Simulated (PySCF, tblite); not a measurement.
# C6H9O2P: geometry, infrared bands and NMR shifts

Aim: predict the infrared bands and NMR shifts of C6H9O2P (`C=C(C)[P@@](=O)(O)C#CC`).

The runs use tblite 0.8.0 and PySCF 2.14.0, with density-fitted response routines of our own; the level of theory stands in each step. All values are computed, except where a source is named. Atoms are numbered from 0 throughout.

## 1. The starting structure

18 atoms, charge 0, multiplicity 1; geometry from: force field or distance geometry start.

Bonds of the start (Å): C0–C1 1.33, C1–C2 1.48, C1–P3 1.76, P3–O4 1.52, P3–O5 1.70, P3–C6 1.76, C6–C7 1.23, C7–C8 1.46, C0–H9 1.10, C0–H10 1.10, C2–H11 1.09, C2–H12 1.14, C2–H13 1.11, O5–H14 0.99, C8–H15 1.12, C8–H16 1.12, C8–H17 1.09.

## 2. Geometry optimisation with GFN2-xTB

Job settings and geometry (Å):

```
{"job": {"kind": "relax", "xc": "GFN2-xTB", "basis": "xTB"}, "charge": 0, "multiplicity": 1}
C     -2.726200    -0.820500    -0.883400
C     -1.684400    -0.201300    -0.337300
C     -1.798200     1.253300    -0.082100
P     -0.259700    -1.168200     0.050100
O     -0.400600    -1.730900     1.458600
O     -0.261100    -2.495500    -1.008900
C      1.218600    -0.218300    -0.085700
C      2.262000     0.428500    -0.174700
C      3.510400     1.184200    -0.275200
H     -2.666500    -1.899100    -1.065800
H     -3.643000    -0.273600    -1.144700
H     -1.498800     1.489400     0.941400
H     -2.898400     1.545800    -0.124100
H     -1.212600     1.876000    -0.793900
H      0.527400    -3.030700    -0.754500
H      4.091000     1.103600     0.676700
H      4.167000     0.768400    -1.085400
H      3.264100     2.195400    -0.587600
```

Started as:

```bash
OMP_NUM_THREADS=1 python probes_run.py task.json out
```

This one command runs all jobs of the session in turn.

**Question.** This job is followed by: GFN2-xTB harmonic vibrations, gas phase; GIAO PBE0/pcSseg-1 NMR shielding, non-relativistic, gas phase. What will the session give for the following? strongest single infrared mode (GFN2-xTB); zero-point energy (GFN2-xTB); 13C shifts against TMS (PBE0/pcSseg-1); 1H shifts against TMS (PBE0/pcSseg-1, means over atoms taken as alike); 31P shifts against H3PO4 (PBE0/pcSseg-1); 17O shifts against H2O (PBE0/pcSseg-1).

**Answer**, as computed:

```
                                                              quantity                                     value
                             strongest single infrared mode (GFN2-xTB)                     1256 cm⁻¹, 288 km/mol
                                          zero-point energy (GFN2-xTB)                             83.8 kcal/mol
                                13C shifts against TMS (PBE0/pcSseg-1)  150.7, 129.1, 104.4, 81.8, 20.5, 5.1 ppm
1H shifts against TMS (PBE0/pcSseg-1, means over atoms taken as alike)          6.03, 5.87, 2.54, 2.16, 2.10 ppm
                              31P shifts against H3PO4 (PBE0/pcSseg-1)                                  -2.7 ppm
                                17O shifts against H2O (PBE0/pcSseg-1)                          158.4, 109.5 ppm
```

Over 191 steps the energy fell by 0.740 eV; of the close pairs, P3–O5 changed most, 1.698 to 1.611 Å. The lowest mode is imaginary (36i cm⁻¹), so the xTB geometry is not a minimum. The strongest single mode, at 1256 cm⁻¹, moves mainly O4 and P3. Unscaled tight-binding wavenumbers are off by several per cent, some by more. Its intensities can rank the bands wrongly. The most deshielded carbon is C1 (fully substituted alkene carbon), at 150.7 ppm: as expected for a trigonal carbon in a double bond.
